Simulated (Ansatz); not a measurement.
Relaxation of a periodic cell of 23 atoms, Si8O15 (host SiO2, host structure Pbcn, one O atom removed), cell charge +2, to a largest force component of 0.03 eV/Å in at most 60 steps.

Level of theory: DFT LDA, scalar-relativistic, plane waves, PAW in Ansatz. Settings: PAW set soft_1, cutoff 420 eV, k mesh 2x2x2, fermi-dirac smearing 0.05 eV, no spin polarisation.

```xyz
23
Lattice="0.0000 5.0462 4.4946 4.0970 0.0000 4.4946 4.0970 5.0462 0.0000" Properties=species:S:1:pos:R:3:forces:R:3
Si 4.094 5.807 1.162 -0.24 0.15 -1.64
Si 2.075 1.795 3.409 -2.93 -1.74 3.75
Si 4.080 4.226 7.836 0.55 2.12 1.63
Si 1.996 3.320 1.103 -2.28 3.08 -2.88
O 3.002 3.180 4.122 -0.82 -1.87 -0.62
O 3.135 4.414 1.881 -0.52 -0.77 -0.29
O 5.067 4.447 4.836 -1.14 0.79 -0.31
O 1.122 3.127 2.598 1.91 -1.94 -1.04
O 5.133 1.898 4.830 3.03 1.35 1.22
O 5.035 5.641 2.588 1.34 1.10 0.26
O 7.264 5.641 4.119 -0.88 0.94 -0.83
Si 4.105 5.806 5.572 3.72 -3.77 -1.11
Si 6.151 6.790 7.854 -0.34 0.94 -0.97
Si 4.016 4.289 3.324 2.91 -0.45 1.37
Si 6.078 8.333 5.620 0.94 0.24 0.17
O 3.008 8.192 4.112 -1.31 -1.93 1.67
O 3.202 4.425 6.399 -0.90 1.45 -1.53
O 0.915 4.421 4.850 0.09 0.39 -0.09
O 5.267 8.183 7.089 -2.07 0.02 0.95
O 5.156 6.997 4.885 0.20 -0.11 -0.84
O 5.032 5.697 7.101 -1.42 -0.48 -0.97
O 3.148 5.660 4.071 0.07 0.20 1.75
O 7.080 6.950 6.344 0.09 0.30 0.37
```

Task: Where does it end, and by what steps?

Result: The forces met the threshold. Limits of this set-up: coarse k mesh, PAW files made for another functional, no spin, though dangling bonds at a vacancy may carry it, a small cell, in which the defect meets its images, a typed lattice constant that wasn't relaxed here, charged cell in a uniform background, uncorrected. After 5 steps the energy has fallen by 2.832 eV; Si2 moved furthest, 0.24 Å.

```csv
step,energy less start (eV),largest force component (eV/Å),accepted
0,0.0000,3.769,yes
1,-1.7743,2.705,yes
2,-2.7600,0.735,yes
3,-2.8170,0.358,yes
4,-2.8318,0.044,yes
5,-2.8321,0.006,yes
```

```xyz
23
Lattice="0.0000 5.0462 4.4946 4.0970 0.0000 4.4946 4.0970 5.0462 0.0000" Properties=species:S:1:pos:R:3
Si 4.122 5.871 1.114
Si 1.871 1.741 3.526
Si 4.085 4.322 7.885
Si 1.984 3.406 1.030
O 2.956 3.079 4.125
O 3.125 4.421 1.843
O 5.040 4.430 4.755
O 1.181 3.069 2.551
O 5.342 1.923 4.919
O 5.055 5.656 2.596
O 7.230 5.700 4.109
Si 4.212 5.640 5.532
Si 6.186 6.806 7.852
Si 4.026 4.222 3.302
Si 6.122 8.381 5.640
O 3.011 8.174 4.135
O 3.158 4.504 6.365
O 0.937 4.485 4.844
O 5.165 8.147 7.099
O 5.096 6.985 4.929
O 5.005 5.656 7.069
O 3.166 5.618 4.119
O 7.088 7.000 6.368
```

Whether the end is a true minimum wasn't checked by a vibrational analysis.

The run took 69 s on 1 thread of Intel(R) Xeon(R) Processor @ 2.50GHz (Skylake/Cascade Lake), on a shared host, peak memory 0.47 GiB.
